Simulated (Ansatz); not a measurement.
## CH4BFO, SMILES OBCF: a rigid scan of one bond angle, step by step

Computed with Ansatz 0.2.0 through its Python package.

Run as a notebook:

```python
import ansatz
from ase import Atoms

atoms = Atoms(['O', 'B', 'C', 'F', 'H', 'H', 'H', 'H'], positions=[
    (0.1938, 1.239, -1.1995),
    (0.3011, 0.6178, 0.079),
    (-0.0923, -0.915, 0.2196),
    (0.2501, -1.3133, 1.5292),
    (-0.7762, 1.6341, -1.2146),
    (0.7149, 1.246, 1.0044),
    (0.5929, -1.5138, -0.4556),
    (-1.0922, -1.0518, -0.0184),
])
```

```python
# relax first, so that the scan starts from a minimum
first = (
    ansatz.Crystal.molecule_from_ase(atoms).calculation()
    .basis(gaussian='cc-pVDZ')
    .functional('pbe0')
    .relax(force_tolerance=0.02, max_steps=80)
)
atoms.positions = first.run(threads=1, pin='off').report['positions_ang']
```

    

```python
rows = []
for angle in [90, 100, 110, 120, 135, 150, 165, 179]:
    bent = atoms.copy()
    bent.set_angle(1, 0, 4, angle, indices=[4])
    setup = (
        ansatz.Crystal.molecule_from_ase(bent).calculation()
        .basis(gaussian='cc-pVDZ')
        .correlation('mp2')
    )
    rows.append((angle, setup.run(threads=1, pin='off').report['free_energy_ev']))
floor = min(e for _, e in rows)
for angle, e in rows:
    print(f'angle B1-O0-H4 = {angle:3d} deg   {1000 * (e - floor):9.1f} meV')
```

    angle B1-O0-H4 =  90 deg       285.3 meV
    angle B1-O0-H4 = 100 deg        75.0 meV
    angle B1-O0-H4 = 110 deg         0.0 meV
    angle B1-O0-H4 = 120 deg        37.4 meV
    angle B1-O0-H4 = 135 deg       244.9 meV
    angle B1-O0-H4 = 150 deg       534.7 meV
    angle B1-O0-H4 = 165 deg       787.7 meV
    angle B1-O0-H4 = 179 deg       901.7 meV

Caveats:
- The scan is rigid, and the energies are electronic, in a modest basis. The zero is the lowest point of the grid, which needn't be the minimum.
- The start is relaxed with a density functional and scanned with the wavefunction method, so it isn't exactly that method's minimum.
- Hardware and time: 51 s on 1 thread of Intel(R) Xeon(R) Platinum 8259CL CPU @ 2.50GHz (Skylake/Cascade Lake), on a shared host, peak memory 0.22 GiB.

(Lines on the test bed's own set-up are left out of the output.)
